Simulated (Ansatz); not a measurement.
**H₄O₂SSiTe: how energies converge with the basis set**

An exercise on one series of results from a longer session: the logs are not shown, and one member is left open.

Program: Ansatz 0.2.0, Gaussian basis. Level of theory: one geometry, several basis sets. These are calculated values, not measurements.

Levels to be run: PBE0-D4/def2-SVP; ωB97M-V/def2-SVP; PBE0-D4/def2-QZVPP; ωB97M-V/def2-QZVPP; the functionals' def2-TZVPP values are taken from earlier runs.

### Structure used throughout

The geometry comes from an earlier relaxation with PBE0-D4 in a triple-zeta def2 set; it is a stationary point, not always the lowest conformer. Te takes the def2 core potential; no spin-orbit term is included.

9 atoms, charge 0, spin multiplicity 1.

Atoms are counted from 1 here; the program's logs count them from 0.

Bond lengths: O1–Si2 1.639 Å, O1–H6 0.960 Å, Si2–O3 1.636 Å, Si2–S4 2.129 Å, Si2–Te5 2.485 Å, O3–H7 0.960 Å, S4–H8 1.343 Å, Te5–H9 1.658 Å. Angles: Si2–O1–H6 115.6°, O1–Si2–O3 114.9°, O1–Si2–S4 103.6°, O1–Si2–Te5 111.9°, O3–Si2–S4 110.2°, O3–Si2–Te5 100.2°, S4–Si2–Te5 116.5°, Si2–O3–H7 116.7°, Si2–S4–H8 92.2°, Si2–Te5–H9 90.6°.

The first run:

Input file in.yaml:

```yaml
crystal:
  periodic: [false, false, false]
  atoms:
    - {symbol: O, position_ang: [-0.115765, 0.234451, -1.461196]}
    - {symbol: Si, position_ang: [0.268894, 0.000556, 0.114551]}
    - {symbol: O, position_ang: [1.844537, 0.244171, 0.481442]}
    - {symbol: S, position_ang: [-0.261542, -2.031144, 0.464658]}
    - {symbol: Te, position_ang: [-0.793824, 1.695619, 1.589084]}
    - {symbol: H, position_ang: [-0.166870, 1.150607, -1.744817]}
    - {symbol: H, position_ang: [2.459625, -0.447491, 0.225226]}
    - {symbol: H, position_ang: [-0.850321, -2.138861, -0.738137]}
    - {symbol: H, position_ang: [-2.296133, 1.245691, 1.052087]}
basis:
  gaussian: {orbitals: def2-SVP}
hamiltonian: {xc: pbe0, dispersion: d4}
output: {orbitals: {seedname: orbitals}}
```

Steps of the session up to this table: PBE0-D4 in def2-SVP; ωB97M-V in def2-SVP; PBE0-D4 in def2-QZVPP; ωB97M-V in def2-QZVPP.

One of the session's tables, all rows but one given; the rest of the session is left out.

It belongs to the step «Functionals by basis». 

| functional | basis | HOMO (eV) |
| --- | --- | --- |
| PBE0-D4 | def2-SVP | ? |
| PBE0-D4 | def2-TZVPP | -6.56 |
| PBE0-D4 | def2-QZVPP | -6.60 |
| ωB97M-V | def2-SVP | -8.48 |
| ωB97M-V | def2-TZVPP | -8.63 |
| ωB97M-V | def2-QZVPP | -8.67 |

Estimate the missing values for PBE0-D4, def2-SVP.

The run gave: HOMO (eV): -6.43. In the column «HOMO (eV)» it is the highest.
